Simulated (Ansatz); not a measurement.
# TiOs: further runs on the relaxed cell

An exercise on one series of results from a longer session: the logs are not shown, and one member is left open.

Program: Ansatz 0.2.0. Level of theory: DFT r2SCAN, scalar-relativistic, plane waves, PAW. These are calculated values, not measurements.

1 further run of the same task is left out (set aside as unsound or not needed).

## The starting structure

The structure is cubic, space group Pm-3m (No. 221). Conventional cell: a = 3.081 Å, b = 3.081 Å, c = 3.081 Å, α = 90.00°, β = 90.00°, γ = 90.00°. Around Ti (site symmetry m-3m) lie 8 Os at 2.67 Å. Os (site symmetry m-3m) is surrounded by 8 Ti at 2.67 Å.

Coordinates:

```xyz
2
Lattice="3.0809 0.0000 0.0000 0.0000 3.0809 0.0000 0.0000 0.0000 3.0809" Properties=species:S:1:pos:R:3 pbc="T T T"
Ti    1.5405    1.5405    1.5405
Os    0.0000    0.0000    0.0000
```

This cell was relaxed beforehand with the same method: volume 14.62 Å³/atom, gap on the mesh none (metal).

Set-up of the first run:

Input file input.yaml:

```yaml
crystal:
  lattice:
    - [3.080922287, 0.0, 0.0]
    - [0.0, 3.080922287, 0.0]
    - [0.0, 0.0, 3.080922287]
  atoms:
    - { symbol: Ti, position: [0.5, 0.5, 0.5] }
    - { symbol: Os, position: [0.0, 0.0, 0.0] }
basis:
  ecutwfc: 500
kpoints:
  mp_grid: { grid: [14, 14, 14] }
  band_path:
    path:
      - [[0.0, 0.0, 0.0], [0.0, 0.5, 0.0], [0.5, 0.5, 0.0], [0.0, 0.0, 0.0], [0.5, 0.5, 0.5], [0.0, 0.5, 0.0]]
      - [[0.5, 0.5, 0.5], [0.5, 0.5, 0.0]]
    npoints: 14
hamiltonian:
  xc: r2scan
scf:
  occupations: { method: gaussian, width: 0.1 }
  n_extra_bands: 6
output:
  forces: true
  stress: true
  eigenvalues: true
  populations: true
  dos: { projected: true, de: 0.02, nscf_kmesh: { grid: [21, 21, 21] } }
  bader: true
```

Run with:

```console
$ ansatz run input.yaml --threads 1 --pin off --max-ram 2560MiB --backend cpu --events-out ev --progress --plain --runs-dir out
```

Among the steps run: Electronic structure at the relaxed geometry; The cell as listed, for comparison; Point at V/V0 = 0.97; Point at V/V0 = 1.03; Point at V/V0 = 0.94; Volume × 1.06; Point at V/V0 = 0.91; Volume × 1.10; Volume × 0.88.

One of the session's tables, all rows but one given; the rest of the session is left out.

It belongs to the step «Energy against volume». 

| volume (Å³/atom) | energy above the lowest point (meV/atom) | pressure (GPa) |
| --- | --- | --- |
| 12.868 | 215.8 | 43.87 |
| 13.306 | 114.7 | 30.23 |
| 13.745 | 48.3 | 18.56 |
| 14.184 | 11.4 | 8.55 |
| 14.622 | 0.0 | 0.00 |
| 15.061 | ? | ? |
| 15.500 | 38.9 | -13.52 |
| 16.084 | 101.2 | -20.43 |

Estimate the missing values for volume (Å³/atom) = 15.061.

Worked estimate for «energy above the lowest point (meV/atom)». A straight line through the neighbours (14.622, 0.0) and (15.500, 38.9) gives 0.0 + (38.9 − 0.0) × (15.061 − 14.622) / (15.500 − 14.622) = 19.4; a parabola fitted to 4 rows on both sides gives 10.5.

As computed: energy above the lowest point (meV/atom): 10.2; pressure (GPa): -7.29. In «energy above the lowest point (meV/atom)» the line misses by +9.2 and the parabola by +0.3.

To keep in mind: The projections leave out shells that the potentials don't hold, such as empty d states.
